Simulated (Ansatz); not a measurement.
CsLiCr2Te2S3:

```
Cs Li Cr Te S
1.0
     3.60358    0.00000    0.00000
    -1.80179    3.12079    0.00000
     0.00000    0.00000   19.06651
Cs Li Cr Te S
1 1 2 2 3
Direct
  0.00000 0.00000 0.37399
  0.66667 0.33333 0.01607
  0.00000 0.00000 0.86637
  0.33333 0.66667 0.16833
  0.33333 0.66667 0.53891
  0.66667 0.33333 0.77276
  0.00000 0.00000 0.10030
  0.33333 0.66667 0.92920
  0.66667 0.33333 0.23408
```

The cell was built by a generator and needn't be a form met in nature.

Base run:

| Property | Result |
| --- | --- |
| Program | Ansatz 0.2.0 |
| Functional | BLYP |
| Potentials or basis | Ansatz PAW |
| Cutoff | 420 eV |
| Density cutoff | 1680 eV |
| k mesh | 9 × 9 × 2 |
| Occupations | fermi-dirac, width 0.05 eV |
| Spin | collinear spin, ferromagnetic start |
| Starting moments | [0.0, 0.0, 3.0, 3.0, 0.0, 0.0, 0.0, 0.0, 0.0] μB |

Its results: band gap on the k mesh none (metal or under the smearing width); pressure 3.7 GPa; net moment 5.65 μB per cell; site moments Cs +0.00; Li -0.00; Cr +2.56, +2.72; Te -0.00, -0.13; S -0.03, -0.04 μB; largest force 0.303 eV/Å.

Task: The run is repeated on the same cell with these changes: functional from BLYP to RPBE. What comes out?

Result: Band gap on the k mesh none (metal or under the smearing width); pressure 2.1 GPa; net moment 5.65 μB per cell; site moments Cs +0.00; Li -0.01; Cr +2.61, +2.76; Te -0.01, -0.16; S -0.05, -0.07 μB; largest force 0.137 eV/Å.

Caveats: the potentials were made for another functional, which shifts forces and pressure; only a ferromagnetic start was run, and an antiferromagnetic order may lie lower in energy; the PAW data sets come from PBE, with cores solved anew for the run's functional, which leaves a small shift of forces and pressure.

Not every run made on this cell is shown here.
